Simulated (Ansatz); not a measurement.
# Hg (bcc type): the cost of one run

Computed with Ansatz 0.2.0 (DFT, PBEsol, PAW with Ansatz's default frozen-core files, scalar-relativistic, unless a step's input says otherwise).

## Step 1: The starting structure

The structure is cubic, space group Im-3m (No. 229). Conventional cell: a = 3.629 Å, b = 3.629 Å, c = 3.629 Å, α = 90.00°, β = 90.00°, γ = 90.00°. Hg (site symmetry m-3m) is surrounded by 8 Hg at 3.14 Å.

Structure file:

```xyz
1
Lattice="-1.8144 1.8144 1.8144 1.8144 -1.8144 1.8144 1.8144 1.8144 -1.8144" Properties=species:S:1:pos:R:3 pbc="T T T"
Hg    0.0000    0.0000    0.0000
```

## Step 2: Cell relaxed at zero pressure, PAW

input.yaml

```yaml
crystal:
  lattice:
    - [-1.8143908132, 1.8143908132, 1.8143908132]
    - [1.8143908132, -1.8143908132, 1.8143908132]
    - [1.8143908132, 1.8143908132, -1.8143908132]
  atoms:
    - { symbol: Hg, position: [0.0, 0.0, 0.0] }
kpoints:
  mp_grid: { grid: [17, 17, 17] }
scf:
  occupations: { method: fermi_dirac, width: 0.08 }
hamiltonian:
  xc: pbesol
  pseudopotentials: { kind: paw }
output:
  forces: true
  stress: true
relax:
  f_tol: 0.005
  max_steps: 40
  cell: {}
```

Launch:

```
ansatz run input.yaml --threads 1 --pin off --max-ram 3584MiB --backend cpu --events-out ev --progress --plain --runs-dir out
```

What time and memory should one allow on 1 thread of AMD EPYC 9R45 (Zen 5), shared host?

About 1.6 s, with a peak of 0.41 GiB.
